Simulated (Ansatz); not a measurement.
**AlH3OSiZn: one species, many methods**

One table from this session's results is given with a row withheld; the runs are named, their logs left out.

Method: functionals in def2-TZVPP, the program's frozen cores in correlated methods; program: Ansatz 0.2.0, Gaussian basis.

The runs, in order: LDA (SPW92), PBE-D4, revPBE-D4, BLYP-D4, r2SCAN-D4, B97M-V, PBE0-D4, B3LYP-D4, r2SCANh-D4, r2SCAN0-D4, HSE06-D4, BHLYP-D4, CAM-B3LYP-D4, LC-ωPBE, ωB97X-V, ωB97M-V, B2PLYP, PBE-QIDH; CCSD(T)/def2-SVP; CCSD(T)/def2-TZVPP; MP2/def2-QZVPP; extrapolation to the limit; RPA on PBE.

## Structure used throughout

The geometry comes from an earlier relaxation with PBE0-D4 in a triple-zeta def2 set; it is a stationary point, not always the lowest conformer.

7 atoms, charge 0, spin multiplicity 1.

Atoms are counted from 1 here; the program's logs count them from 0.

Bond lengths: O1–Al2 1.697 Å, O1–Zn4 1.879 Å, Al2–Si3 2.507 Å, Al2–H5 1.580 Å, Si3–Zn4 2.377 Å, Si3–H6 1.489 Å, Si3–H7 1.489 Å. Angles: Al2–O1–Zn4 96.1°, O1–Al2–Si3 99.2°, O1–Al2–H5 126.6°, Si3–Al2–H5 134.2°, Al2–Si3–Zn4 66.0°, Al2–Si3–H6 121.4°, Al2–Si3–H7 121.4°, Zn4–Si3–H6 116.7°, Zn4–Si3–H7 116.7°, H6–Si3–H7 108.7°, O1–Zn4–Si3 98.6°.

Coordinates:

| atom | x (Å) | y (Å) | z (Å) |
| --- | --- | --- | --- |
| O1 | -1.9144 | -0.5728 | -0.7041 |
| Al2 | -0.4521 | 0.0785 | -1.2683 |
| Si3 | 0.8221 | 0.1320 | 0.8896 |
| Zn4 | -1.3860 | -0.7255 | 1.0923 |
| H5 | -0.1161 | 0.4918 | -2.7558 |
| H6 | 1.1097 | 1.4144 | 1.5898 |
| H7 | 1.9370 | -0.8184 | 1.1565 |

Set-up of the first run:

File in.yaml:

```yaml
crystal:
  periodic: [false, false, false]
  atoms:
    - {symbol: O, position_ang: [-1.914440, -0.572788, -0.704136]}
    - {symbol: Al, position_ang: [-0.452133, 0.078521, -1.268278]}
    - {symbol: Si, position_ang: [0.822096, 0.132024, 0.889587]}
    - {symbol: Zn, position_ang: [-1.386035, -0.725490, 1.092282]}
    - {symbol: H, position_ang: [-0.116125, 0.491760, -2.755791]}
    - {symbol: H, position_ang: [1.109682, 1.414404, 1.589825]}
    - {symbol: H, position_ang: [1.936955, -0.818431, 1.156522]}
basis:
  gaussian: {orbitals: def2-TZVPP}
hamiltonian: {xc: lda}
output: {orbitals: {seedname: orbitals}}
```

Launch:

```bash
$ ansatz run in.yaml --threads 2 --pin off --events-out ev --progress --plain --max-ram 4352MiB
```

Among the steps run: LDA; PBE-D4 (GGA); revPBE-D4 (GGA); BLYP-D4 (GGA); r2SCAN-D4 (meta-GGA); B97M-V (meta-GGA); PBE0-D4 (hybrid); B3LYP-D4 (hybrid); r2SCANh-D4 (hybrid); r2SCAN0-D4 (hybrid); HSE06-D4 (hybrid); BHLYP-D4 (hybrid); CAM-B3LYP-D4 (range-separated); LC-ωPBE (range-separated); ωB97X-V (range-separated); ωB97M-V (range-separated); B2PLYP (double hybrid); PBE-QIDH (double hybrid).

One table of the session follows, with a row left open; its other results are not shown here.

It belongs to the step «Frontier levels by functional». 

| functional | HOMO (eV) | LUMO (eV) | gap (eV) |
| --- | --- | --- | --- |
| LDA (SPW92) | -5.89 | -3.33 | 2.56 |
| PBE-D4 | -5.70 | -3.13 | 2.57 |
| revPBE-D4 | -5.63 | -3.04 | 2.59 |
| BLYP-D4 | -5.56 | -3.05 | 2.50 |
| r2SCAN-D4 | ? | ? | ? |
| B97M-V | -5.86 | -3.19 | 2.67 |
| PBE0-D4 | -6.50 | -2.40 | 4.10 |
| B3LYP-D4 | -6.37 | -2.64 | 3.73 |
| r2SCANh-D4 | -6.17 | -2.70 | 3.47 |
| r2SCAN0-D4 | -6.62 | -2.30 | 4.32 |
| HSE06-D4 | -6.12 | -2.75 | 3.36 |
| BHLYP-D4 | -7.19 | -1.69 | 5.50 |
| CAM-B3LYP-D4 | -7.63 | -1.56 | 6.07 |
| LC-ωPBE | -8.75 | -0.50 | 8.25 |
| ωB97X-V | -8.48 | -0.60 | 7.88 |
| ωB97M-V | -8.33 | -0.77 | 7.56 |

**Question.** Estimate the row for r2SCAN-D4.

Worked estimate for «HOMO (eV)». Against the share of exact exchange, r2SCANh-D4 (0.1, -6.17), r2SCAN0-D4 (0.25, -6.62) give a slope of -3.00 per unit share; at 0 the line stands at -5.87.

As computed: HOMO (eV): -5.87; LUMO (eV): -2.97; gap (eV): 2.90. In «HOMO (eV)» the line misses by 0.00.
